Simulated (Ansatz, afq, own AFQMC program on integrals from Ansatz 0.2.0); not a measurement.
**GeHO+ (triplet): quantum Monte Carlo beside coupled cluster, cc-pVDZ**

Aim: compute GeHO+ (triplet) with auxiliary-field quantum Monte Carlo on the same integrals as coupled cluster, and set the energies side by side.

Method: cc-pVDZ, frozen cores; program: Ansatz 0.2.0, Gaussian basis, and an in-house AFQMC program (afq) on its integrals; all values are calculated.

The runs, in order: PBE (unrestricted); r2SCAN (unrestricted); PBE0 (unrestricted); B3LYP (unrestricted); wB97M-V (unrestricted); B2PLYP (unrestricted); CCSD(T) on UHF; CCSDT(Q) on UHF; Phaseless AFQMC, CISD trial on UHF; Phaseless AFQMC, CISD trial on UHF.

### Step 1. The system

The geometry is a PBE0/def2-TZVP stationary point (not a proven minimum) of the parent state, kept for this charge and spin. No spin-orbit coupling is included. The filled d shell of Ge may be among the frozen orbitals whatever the setting's name suggests; the logs give the count.

3 atoms, charge 1, spin multiplicity 3.

Atoms are counted from 1 here; the program's logs count them from 0.

Bond lengths: Ge1–O2 1.786 Å, O2–H3 0.962 Å. Angles: Ge1–O2–H3 114.8°.

### Step 2. PBE (unrestricted)

Contents of in.yaml:

```yaml
crystal:
  periodic: [false, false, false]
  atoms:
    - {symbol: Ge, position_ang: [0.000000, 0.013397, 0.343250]}
    - {symbol: O, position_ang: [0.000000, -0.107250, -1.438746]}
    - {symbol: H, position_ang: [0.000000, 0.736912, -1.899543]}
basis:
  gaussian: {orbitals: cc-pVDZ}
total_charge: 1
magnetization: {spin_polarized: true, initial_magnetization: 2}
hamiltonian: {xc: {name: PBE}}
output: {orbitals: {seedname: orbitals}}
```

Run with:

```console
ansatz run in.yaml --threads 1 --pin off --events-out ev --progress --plain --max-ram 1843MiB
```

Output:

```text
Functional definition: PBE
  name "PBE"
  cite "Perdew, Burke & Ernzerhof, Phys. Rev. Lett. 77, 3865 (1996) doi:10.1103/PhysRevLett.77.3865"
  parent pbe
  parameter kappa = 0.804
  parameter beta = 0.06672455060314922
  exchange = pbe_x(kappa = kappa, mu = beta*pi^2/3)
  correlation = pbe_c(beta = beta)
568 factors; their error is unknown
mean field evaluation 1: about -58533.7703 eV, gradient 7.7e1 eV
mean field evaluation 2: about -58340.4592 eV, gradient 1.5e2 eV
mean field evaluation 4: about -58550.0569 eV, gradient 3.4e1 eV
mean field evaluation 8: about -58558.4204 eV, gradient 1.3e-1 eV
mean field evaluation 16: about -58558.4060 eV, gradient 3.7e-4 eV
mean field evaluation 32: about -58557.1110 eV, gradient 9.6e-1 eV
mean field evaluation 64: about -58558.3590 eV, gradient 2.6e0 eV
mean field -58558.40604085 eV, -2151.9817296880 hartree, gradient 6.4e-6 eV, S^2 2.003317; 11 other end points of the search recorded, 0 dependent functions left out
reference -58558.40606848 eV, -2151.9817307032 hartree; 21, 19 occupied and 25, 27 virtual orbitals, 568 factors
Total energy: -58558.40606848 eV, -2151.9817307032 hartree
```

Run time: 5 s. Hardware: 1 thread of Arm Neoverse V2, shared host.

From the report: ⟨S²⟩ of the determinant 2.003 (pure triplet: 2.00).

### Step 3. r2SCAN (unrestricted)

Edit in.yaml of step 2 so:

```diff
@@ -10,3 +10,2 @@
 magnetization: {spin_polarized: true, initial_magnetization: 2}
-hamiltonian: {xc: {name: PBE}}
-output: {orbitals: {seedname: orbitals}}
+hamiltonian: {xc: {name: r2SCAN}}
```

Launched as before.

Output, cut to the lines that bear on the results:

```text
Functional definition: r2SCAN
  name "r2SCAN"
  cite "Furness, Kaplan, Ning, Perdew & Sun, J. Phys. Chem. Lett. 11, 8208 (2020) doi:10.1021/acs.jpclett.0c02405"
  cite "Furness, Kaplan, Ning, Perdew & Sun, J. Phys. Chem. Lett. 11, 9248 (2020) doi:10.1021/acs.jpclett.0c03077"
  parent r2scan
[...]
568 factors; their error is unknown
[...]
mean field -58567.67121490 eV, -2152.3222185543 hartree, gradient 9.5e-6 eV, S^2 2.007858; 11 other end points of the search recorded, 0 dependent functions left out
reference -58567.67122442 eV, -2152.3222189039 hartree; 21, 19 occupied and 25, 27 virtual orbitals, 568 factors
Total energy: -58567.67122442 eV, -2152.3222189039 hartree
```

Wall time 19 s (1 thread of Arm Neoverse V2, shared host).

From the report: ⟨S²⟩ of the determinant 2.008 (pure triplet: 2.00).

### Step 4. PBE0 (unrestricted)

Edit in.yaml of step 3 so:

```diff
@@ -10,2 +10,3 @@
 magnetization: {spin_polarized: true, initial_magnetization: 2}
-hamiltonian: {xc: {name: r2SCAN}}
+hamiltonian: {xc: {name: PBE0}}
+output: {orbitals: {seedname: orbitals}}
```

Launched as before.

Output, cut to the lines that bear on the results:

```text
Functional definition: PBE0
  name "PBE0"
  cite "Adamo & Barone, J. Chem. Phys. 110, 6158 (1999) doi:10.1063/1.478522"
  cite "Perdew, Burke & Ernzerhof, Phys. Rev. Lett. 77, 3865 (1996) doi:10.1103/PhysRevLett.77.3865"
  parent pbe
[...]
500 factors; integrals over basis functions are off by at most 1.4e-3 eV
[...]
mean field -58559.71508468 eV, -2152.0298361613 hartree, gradient 1.2e-5 eV, S^2 2.008488; 2 other end points of the search recorded, 0 dependent functions left out
reference -58559.71510539 eV, -2152.0298369225 hartree; 21, 19 occupied and 25, 27 virtual orbitals, 500 factors
Total energy: -58559.71510539 eV, -2152.0298369225 hartree
```

It took 2.1 s on 1 thread of Arm Neoverse V2, shared host.

From the report: ⟨S²⟩ of the determinant 2.008 (pure triplet: 2.00).

### Step 5. B3LYP (unrestricted)

Edit in.yaml of step 4 so:

```diff
@@ -10,3 +10,2 @@
 magnetization: {spin_polarized: true, initial_magnetization: 2}
-hamiltonian: {xc: {name: PBE0}}
-output: {orbitals: {seedname: orbitals}}
+hamiltonian: {xc: {name: B3LYP}}
```

The command is unchanged.

Output, cut to the lines that bear on the results:

```text
Functional definition: B3LYP
  name "B3LYP"
  cite "Stephens, Devlin, Chabalowski & Frisch, J. Phys. Chem. 98, 11623 (1994) doi:10.1021/j100096a001"
  cite "Becke, Phys. Rev. A 38, 3098 (1988) doi:10.1103/PhysRevA.38.3098"
  cite "Lee, Yang & Parr, Phys. Rev. B 37, 785 (1988) doi:10.1103/PhysRevB.37.785"
  cite "Vosko, Wilk & Nusair, Can. J. Phys. 58, 1200 (1980) doi:10.1139/p80-159"
[...]
500 factors; integrals over basis functions are off by at most 1.4e-3 eV
[...]
mean field -58570.23271326 eV, -2152.4163518827 hartree, gradient 7.8e-6 eV, S^2 2.006187; 2 other end points of the search recorded, 0 dependent functions left out
reference -58570.23287857 eV, -2152.4163579576 hartree; 21, 19 occupied and 25, 27 virtual orbitals, 500 factors
Total energy: -58570.23287857 eV, -2152.4163579576 hartree
```

Run time: 2.1 s. Hardware: 1 thread of Arm Neoverse V2, shared host.

From the report: ⟨S²⟩ of the determinant 2.006 (pure triplet: 2.00).

### Step 6. wB97M-V (unrestricted)

Edit in.yaml of step 5 so:

```diff
@@ -10,2 +10,3 @@
 magnetization: {spin_polarized: true, initial_magnetization: 2}
-hamiltonian: {xc: {name: B3LYP}}
+hamiltonian: {xc: {name: wB97M-V}}
+output: {orbitals: {seedname: orbitals}}
```

Launched as before.

Output, cut to the lines that bear on the results:

```text
Functional definition: wB97M-V
  name "wB97M-V"
  cite "Mardirossian & Head-Gordon, J. Chem. Phys. 144, 214110 (2016) doi:10.1063/1.4952647"
  cite "Becke, J. Chem. Phys. 107, 8554 (1997) doi:10.1063/1.475007"
  cite "Vydrov & Van Voorhis, J. Chem. Phys. 133, 244103 (2010) doi:10.1063/1.3521275"
  # Of w^i u^j: cxij and so on, Table III.
[...]
  gx(w, u) = 1 - cx + cx01*u + cx10*w
  gss(w, u) = css00 + css04*u^4 + css10*w + css20*w^2 + css43*w^4*u^3
  gos(w, u) = cos00 + cos10*w + (cos20 + cos21*u)*w^2 + (cos60 + cos61*u)*w^6
[...]
      + integral(e_c_pw_mod_opposite_spin*gos(b97_w_opposite, b97_u_opposite)) + vv10(b, c)
500 factors; integrals over basis functions are off by at most 1.4e-3 eV
127 factors; integrals over basis functions are off by at most 3.9e-6 eV
[...]
mean field -58565.31718624 eV, -2152.2357095966 hartree, gradient 4.7e-6 eV, S^2 2.009580; 2 other end points of the search recorded, 0 dependent functions left out
reference -58565.31721448 eV, -2152.2357106342 hartree; 21, 19 occupied and 25, 27 virtual orbitals, 500 factors
Total energy: -58565.31721448 eV, -2152.2357106342 hartree
```

It took 10 s on 1 thread of Arm Neoverse V2, shared host.

From the report: ⟨S²⟩ of the determinant 2.010 (pure triplet: 2.00).

### Step 7. B2PLYP (unrestricted)

Edit in.yaml of step 6 so:

```diff
@@ -10,3 +10,3 @@
 magnetization: {spin_polarized: true, initial_magnetization: 2}
-hamiltonian: {xc: {name: wB97M-V}}
-output: {orbitals: {seedname: orbitals}}
+hamiltonian: {xc: {name: B2PLYP}}
+correlation: {electrons: outside_noble_gas}
```

Launched as before.

Output, cut to the lines that bear on the results:

```text
Functional definition: B2PLYP
  name "B2PLYP"
  cite "Grimme, J. Chem. Phys. 124, 034108 (2006) doi:10.1063/1.2148954"
  cite "Becke, Phys. Rev. A 38, 3098 (1988) doi:10.1103/PhysRevA.38.3098"
  cite "Lee, Yang & Parr, Phys. Rev. B 37, 785 (1988) doi:10.1103/PhysRevB.37.785"
[...]
500 factors; integrals over basis functions are off by at most 1.4e-3 eV
[...]
mean field -58554.06299273 eV, -2151.8221256133 hartree, gradient 7.8e-6 eV, S^2 2.017499; 4 other end points of the search recorded, 0 dependent functions left out
15 core orbitals not correlated: weight in the atoms' cores, before any rotation towards them, 0.986 or more for the frozen orbitals, at most 0.014 for the correlated occupied ones
reference -58554.06309672 eV, -2151.8221294350 hartree; 6, 4 occupied and 25, 27 virtual orbitals, 500 factors
second order -7.46418070 eV of doubles, -0.00000000 eV of singles
Total energy: -58556.07842551 eV, -2151.8961914019 hartree
```

It took 3 s on 1 thread of Arm Neoverse V2, shared host.

From the report: ⟨S²⟩ of the determinant 2.017 (pure triplet: 2.00).

### Step 8. CCSD(T) on UHF

Edit in.yaml of step 7 so:

```diff
@@ -10,3 +10,2 @@
 magnetization: {spin_polarized: true, initial_magnetization: 2}
-hamiltonian: {xc: {name: B2PLYP}}
-correlation: {electrons: outside_noble_gas}
+correlation: {method: ccsd_t, electrons: outside_noble_gas, hamiltonian_folder: ham}
```

The command is unchanged.

Output, cut to the lines that bear on the results:

```text
Functional definition: HF
  name "HF"
  cite "Fock, Z. Phys. 61, 126 (1930) doi:10.1007/BF01340294"
  parent pbe
[...]
500 factors; integrals over basis functions are off by at most 1.4e-3 eV
[...]
mean field -58515.60144013 eV, -2150.4086896255 hartree, gradient 2.5e-6 eV, S^2 2.047034; 18 other end points of the search recorded, 0 dependent functions left out
determinant -58515.60144013 eV, -2150.4086896255 hartree, with singles and doubles -58522.11006823 eV, -2150.6478772964 hartree
determinant -58515.36145950 eV, -2150.3998705001 hartree, with singles and doubles -58521.75278597 eV, -2150.6347474158 hartree
determinant -58515.26517727 eV, -2150.3963321932 hartree, with singles and doubles -58521.15732875 eV, -2150.6128647663 hartree
determinant -58515.25234062 eV, -2150.3958604553 hartree, with singles and doubles -58521.12664282 eV, -2150.6117370792 hartree
determinant -58515.60144013 eV, -2150.4086896255 hartree, with singles and doubles -58522.11550321 eV, -2150.6480770285 hartree
determinant -58515.36145950 eV, -2150.3998705001 hartree, with singles and doubles -58521.75758015 eV, -2150.6349235986 hartree
15 core orbitals not correlated: weight in the atoms' cores, before any rotation towards them, 0.989 or more for the frozen orbitals, at most 0.011 for the correlated occupied ones
reference -58515.60144013 eV, -2150.4086896255 hartree; 6, 4 occupied and 25, 27 virtual orbitals, 500 factors
second order -5.88547299 eV of doubles, -0.00000000 eV of singles
cycle   1  -6.51406467 eV  change   -1.6e-6 eV  update   3.3e-6
perturbative correction -0.18070815 eV, -0.0066409019 hartree
Total energy: -58522.29621295 eV, -2150.6547179887 hartree
```

Wall time 9 s (1 thread of Arm Neoverse V2, shared host).

From the report: ⟨S²⟩ of the determinant 2.047 (pure triplet: 2.00); correlation -6.6948 eV; T1 0.038; largest double amplitude 0.07.

This run also writes the integrals to the folder ham.

### Step 9. CCSDT(Q) on UHF

Edit in.yaml of step 8 so:

```diff
@@ -10,2 +10,2 @@
 magnetization: {spin_polarized: true, initial_magnetization: 2}
-correlation: {method: ccsd_t, electrons: outside_noble_gas, hamiltonian_folder: ham}
+correlation: {method: ccsdt_q, electrons: outside_noble_gas}
```

Launched as before.

Output, cut to the lines that bear on the results:

```text
Functional definition: HF
  name "HF"
  cite "Fock, Z. Phys. 61, 126 (1930) doi:10.1007/BF01340294"
  parent pbe
[...]
861 factors; integrals over basis functions are off by at most 1.6e-7 eV
[...]
mean field -58515.60162374 eV, -2150.4086963731 hartree, gradient 2.4e-6 eV, S^2 2.047034; 18 other end points of the search recorded, 0 dependent functions left out
determinant -58515.60162374 eV, -2150.4086963731 hartree, with singles and doubles -58522.11025356 eV, -2150.6478841073 hartree
determinant -58515.36165268 eV, -2150.3998775995 hartree, with singles and doubles -58521.75298119 eV, -2150.6347545899 hartree
determinant -58515.26536458 eV, -2150.3963390769 hartree, with singles and doubles -58521.15752042 eV, -2150.6128718101 hartree
determinant -58515.25253124 eV, -2150.3958674602 hartree, with singles and doubles -58521.12683895 eV, -2150.6117442869 hartree
determinant -58515.60162374 eV, -2150.4086963731 hartree, with singles and doubles -58522.11568823 eV, -2150.6480838276 hartree
determinant -58515.36165268 eV, -2150.3998775995 hartree, with singles and doubles -58521.75777568 eV, -2150.6349307840 hartree
15 core orbitals not correlated: weight in the atoms' cores, before any rotation towards them, 0.989 or more for the frozen orbitals, at most 0.011 for the correlated occupied ones
reference -58515.60162374 eV, -2150.4086963731 hartree; 6, 4 occupied and 25, 27 virtual orbitals, 861 factors
second order -5.88548812 eV of doubles, -0.00000000 eV of singles
cycle   1  -6.11260965 eV  change   -2.3e-1 eV  update   9.4e-2
[...]
cycle  25  -6.72916912 eV  change   -1.2e-7 eV  update   1.1e-6
perturbative correction -0.02774982 eV, -0.0010197872 hartree
Total energy: -58522.35854268 eV, -2150.6570085642 hartree
```

Wall time 22 s (1 thread of Arm Neoverse V2, shared host).

From the report: ⟨S²⟩ of the determinant 2.047 (pure triplet: 2.00); correlation -6.7569 eV; T1 0.040; largest double amplitude 0.09.

### Step 10. Phaseless AFQMC, CISD trial on UHF

It reads the integrals that the CCSD(T) run on this determinant wrote.

Run with:

```console
afq ham --method phaseless --trial cisd --walkers 60 --populations 1 --least-time 40 --time-step 0.005 --steps-per-block 50 --equilibration-blocks 28 --max-blocks 300 --target-error 0.00038 --factor-cut 1e-05 --start spin_pure --seed 8211 --release-times 0.24,0.5,1,1.5 --release-step 0.02 --release-every 4 --taylor-order 6
```

Output:

```text
orbitals 31  electrons 6 4  factors 232 of 500
reference energy -2150.40868963 Eh
CCSD correlation -0.23938739 Eh in 16 cycles, weight of the determinant in the CISD state 0.8802
energy of the start -2150.646282 Eh
 block  time / (1/Eh)  mean weight  energy / Eh
     1     0.250  1.0003  -2150.646508
     2     0.500  0.9999  -2150.654016
     3     0.750  0.9975  -2150.650810
     4     1.000  1.0015  -2150.653454
     5     1.250  1.0037  -2150.650882
     6     1.500  0.9993  -2150.652856
     7     1.750  0.9994  -2150.649985
     8     2.000  0.9978  -2150.646945
     9     2.250  1.0001  -2150.650048
    10     2.500  0.9939  -2150.654027
    17     4.250  1.0003  -2150.648926
    25     6.250  0.9992  -2150.649852
    33     8.250  1.0006  -2150.652491
    41    10.250  1.0019  -2150.668879
    49    12.250  0.9998  -2150.655564
    57    14.250  1.0013  -2150.656334
    65    16.250  1.0035  -2150.648591
    73    18.250  1.0026  -2150.661399
    81    20.250  0.9992  -2150.652357
    89    22.250  1.0002  -2150.653463
    97    24.250  1.0002  -2150.656916
   105    26.250  1.0006  -2150.654410
   113    28.250  0.9977  -2150.657620
   121    30.250  1.0025  -2150.652115
   129    32.250  1.0000  -2150.655200
   137    34.250  0.9975  -2150.656604
   145    36.250  1.0007  -2150.656668
   153    38.250  0.9983  -2150.660992
   161    40.250  0.9988  -2150.648793
   169    42.250  1.0004  -2150.657206
   177    44.250  1.0002  -2150.655542
   185    46.250  0.9975  -2150.668951
   193    48.250  0.9958  -2150.659923
   201    50.250  0.9970  -2150.658650
   209    52.250  0.9988  -2150.655816
   217    54.250  1.0013  -2150.657209
   225    56.250  1.0019  -2150.650630
   233    58.250  0.9995  -2150.657544
   241    60.250  0.9998  -2150.651201
   249    62.250  0.9995  -2150.663905
   257    64.250  0.9955  -2150.656022
   265    66.250  0.9982  -2150.658533
   273    68.250  0.9982  -2150.650399
   281    70.250  1.0017  -2150.646388
   289    72.250  1.0002  -2150.650811
   297    74.250  1.0026  -2150.657999
   305    76.250  1.0000  -2150.663066
   313    78.250  0.9995  -2150.654912
   321    80.250  0.9991  -2150.664055
blocks merged  error / Eh  count
     1  0.000317  300
     2  0.000378  150
     4  0.000386  75
     8  0.000438  37
    16  0.000493  18
    32  0.000504  9
released: time / (1/Eh)  energy / Eh  error  mean overlap
  0.24  -2150.656258  0.000506  1.0001
  0.50  -2150.656151  0.000684  0.9998
  1.00  -2150.656176  0.000564  1.0084
  1.50  -2150.656508  0.000654  1.0030
energy -2150.655859 +/- 0.000493 Eh
```

Run time: 4.3 min. Hardware: 1 thread of Arm Neoverse V2, shared host.

Energy -58522.3273 ± 0.0134 eV. Caveats: constraint bias not in the error.

### Step 11. Phaseless AFQMC, CISD trial on UHF (settings varied)

It reads the integrals that the CCSD(T) run on this determinant wrote.

Run with:

```console
afq ham --method phaseless --trial cisd --walkers 2 --populations 1 --least-time 40 --time-step 0.01 --steps-per-block 10 --equilibration-blocks 30 --max-blocks 400 --target-error 0.00076 --factor-cut 1e-05 --start determinant --seed 4390 --taylor-order 4
```

Output:

```text
orbitals 31  electrons 6 4  factors 232 of 500
reference energy -2150.40868963 Eh
CCSD correlation -0.23938739 Eh in 16 cycles, weight of the determinant in the CISD state 0.8802
energy of the start -2150.648077 Eh
 block  time / (1/Eh)  mean weight  energy / Eh
     1     0.100  0.9765  -2150.645814
     2     0.200  0.9906  -2150.645794
     3     0.300  0.9957  -2150.644943
     4     0.400  0.9877  -2150.650935
     5     0.500  1.0123  -2150.647611
     6     0.600  0.9859  -2150.643564
     7     0.700  1.0290  -2150.650938
     8     0.800  1.0307  -2150.646859
     9     0.900  1.0345  -2150.644774
    10     1.000  0.9928  -2150.648499
    11     1.100  0.9780  -2150.651848
    21     2.100  0.9742  -2150.656264
    31     3.100  1.0086  -2150.651831
    41     4.100  0.9891  -2150.651157
    51     5.100  1.0073  -2150.645655
    61     6.100  0.9996  -2150.647274
    71     7.100  1.0107  -2150.643348
    81     8.100  1.0283  -2150.655617
    91     9.100  1.0006  -2150.647797
   101    10.100  0.9713  -2150.650934
   111    11.100  0.9948  -2150.641070
   121    12.100  1.0000  -2150.643500
   131    13.100  1.0121  -2150.641995
   141    14.100  1.0067  -2150.643647
   151    15.100  1.0087  -2150.641396
   161    16.100  0.9894  -2150.643290
   171    17.100  0.9949  -2150.643249
   181    18.100  0.9752  -2150.644729
   191    19.100  0.9999  -2150.643578
   201    20.100  0.9900  -2150.667164
   211    21.100  1.0100  -2150.660497
   221    22.100  0.9717  -2150.685866
   231    23.100  0.9893  -2150.642637
   241    24.100  1.0234  -2150.640531
   251    25.100  0.9825  -2150.644715
   261    26.100  1.0021  -2150.664009
   271    27.100  0.9857  -2150.639572
   281    28.100  0.9640  -2150.640699
   291    29.100  1.0020  -2150.653303
   301    30.100  0.9966  -2150.647444
   311    31.100  1.0113  -2150.662199
   321    32.100  0.9980  -2150.643340
   331    33.100  1.0148  -2150.645053
   341    34.100  1.0131  -2150.646359
   351    35.100  0.9915  -2150.650362
   361    36.100  1.0054  -2150.648129
   371    37.100  1.0014  -2150.646261
   381    38.100  1.0112  -2150.646122
   391    39.100  1.0000  -2150.657304
   401    40.100  0.9985  -2150.642137
   411    41.100  1.0143  -2150.648006
   421    42.100  1.0025  -2150.656601
blocks merged  error / Eh  count
     1  0.000886  400
     2  0.001060  200
     4  0.001287  100
     8  0.001647  50
    16  0.001995  25
    32  0.001881  12
energy -2150.650808 +/- 0.001995 Eh
```

Run time: 5.4 s. Hardware: 1 thread of Arm Neoverse V2, shared host.

Energy -58522.1898 ± 0.0543 eV. Caveats: constraint bias not in the error; error above the target.

### Step 12. AFQMC on the ladder

On the UHF determinant, counted from CCSDT(Q) (a yardstick, not exact):

```csv
level,energy (eV),from CCSDT(Q) (kJ/mol),statistical error (kJ/mol),time
HF,-58515.6014,+652.0,,
MP2,-58521.4869,+84.1,,
CCSD,-58522.1155,+23.4,,
CCSD(T),-58522.2962,+6.0,,
CCSDT(Q),-58522.3585,0.0,,
"Phaseless AFQMC, CISD trial, step 0.005, 60 walkers",-58522.3273,+3.0,1.3,4.3 min
```

The functionals' totals stand on their own zeros and serve differences with other points: PBE -58558.406 eV; r2SCAN -58567.671 eV; PBE0 -58559.715 eV; B3LYP -58570.233 eV; wB97M-V -58565.317 eV; B2PLYP -58556.078 eV.

### Step 13. Summary of results

| quantity | value |
| --- | --- |
| CCSD(T) on UHF from CCSDT(Q) | +6.0 kJ/mol |
| Phaseless AFQMC, CISD trial on UHF from CCSDT(Q) | +3.0 ± 1.3 kJ/mol |

**Reading.** On UHF the phaseless walk with the CISD trial lies +3.0 kJ/mol from CCSDT(Q), within three error bars. Error bars are statistical and leave out the constraint, the time step and what remains of the start.
